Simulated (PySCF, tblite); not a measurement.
# C4H13FOSi2: geometry, infrared bands and NMR shifts

What infrared bands and NMR shifts should C4H13FOSi2 (`C[C@H](O)C[SiH2][SiH2]CF`) show?

Computed with tblite 0.8.0 and PySCF 2.14.0, with density-fitted response routines of our own, on a single molecule in the gas phase. Atoms count from 0, in the outputs and in this text.

## 1. The molecule as given

21 atoms, charge 0, multiplicity 1; geometry from: force field or distance geometry start.

Bonds of the start (Å): C0–C1 1.51, C1–O2 1.43, C1–C3 1.54, C3–Si4 1.88, Si4–Si5 2.31, Si5–C6 1.85, C6–F7 1.36, C0–H8 1.10, C0–H9 1.10, C0–H10 1.09, C1–H11 1.09, O2–H12 0.98, C3–H13 1.09, C3–H14 1.11, Si4–H15 1.49, Si4–H16 1.48, Si5–H17 1.49, Si5–H18 1.49, C6–H19 1.09, C6–H20 1.10.

## 2. Relaxing the molecule with GFN2-xTB

The job: settings as JSON, then the geometry in Å.

```
{"job": {"kind": "relax", "xc": "GFN2-xTB", "basis": "xTB"}, "charge": 0, "multiplicity": 1}
C     -2.169600     1.661900    -0.305100
C     -1.464200     0.381900     0.075400
O     -2.368600    -0.463600     0.784900
C     -0.268700     0.680200     0.992500
Si     0.873100    -0.759000     1.406300
Si     1.688900    -1.711200    -0.538500
C      2.405200    -0.357500    -1.567800
F      1.436600     0.555500    -1.843100
H     -2.557700     2.179600     0.582500
H     -3.047400     1.442700    -0.934600
H     -1.516500     2.340700    -0.850100
H     -1.150300    -0.149200    -0.822800
H     -3.150200    -0.603700     0.211000
H      0.349100     1.461400     0.546500
H     -0.639000     1.073000     1.959700
H      2.023600    -0.237200     2.199900
H      0.203600    -1.783500     2.240600
H      0.600100    -2.418600    -1.267400
H      2.737200    -2.720300    -0.203900
H      2.794500    -0.732700    -2.510700
H      3.211500     0.176700    -1.052000
```

The run is started by

```sh
OMP_NUM_THREADS=1 python probes_run.py task.json out
```

The driver reads the jobs from task.json and runs them one after another.

**Question.** This job is followed by: GFN2-xTB harmonic vibrations, gas phase; GIAO PBE0/pcSseg-1 NMR shielding, non-relativistic, gas phase. Predict these results of the whole session: strongest single infrared mode (GFN2-xTB); zero-point energy (GFN2-xTB); 13C shifts against TMS (PBE0/pcSseg-1); 1H shifts against TMS (PBE0/pcSseg-1, means over atoms taken as alike); 17O shifts against H2O (PBE0/pcSseg-1); 29Si shifts against TMS (PBE0/pcSseg-1); 19F shifts against CFCl3 (PBE0/pcSseg-1).

The runs gave:

| quantity | value |
| --- | --- |
| strongest single infrared mode (GFN2-xTB) | 2186 cm⁻¹, 444 km/mol |
| zero-point energy (GFN2-xTB) | 99.2 kcal/mol |
| 13C shifts against TMS (PBE0/pcSseg-1) | 79.7, 68.0, 29.4, 22.8 ppm |
| 1H shifts against TMS (PBE0/pcSseg-1, means over atoms taken as alike) | 5.31, 5.00, 4.17, 4.16, 4.14, 3.93, 3.78, 1.27, 1.26, 1.24, 0.63 ppm |
| 17O shifts against H2O (PBE0/pcSseg-1) | 82.7 ppm |
| 29Si shifts against TMS (PBE0/pcSseg-1) | -73.1, -83.2 ppm |
| 19F shifts against CFCl3 (PBE0/pcSseg-1) | -296.0 ppm |

**Reading.** Over 131 steps the energy fell by 0.334 eV; of the close pairs, Si5–C6 changed most, 1.845 to 1.929 Å. All 57 modes are real, so the xTB geometry is a minimum. The strongest single mode, at 2186 cm⁻¹, moves mainly H18. Unscaled tight-binding wavenumbers are off by several per cent, some by more. Its intensities can rank the bands wrongly. C6 (sp3 CH2 bonded to F and Si) lies farthest downfield among carbon, at 79.7 ppm; pulled downfield by the heteroatom.
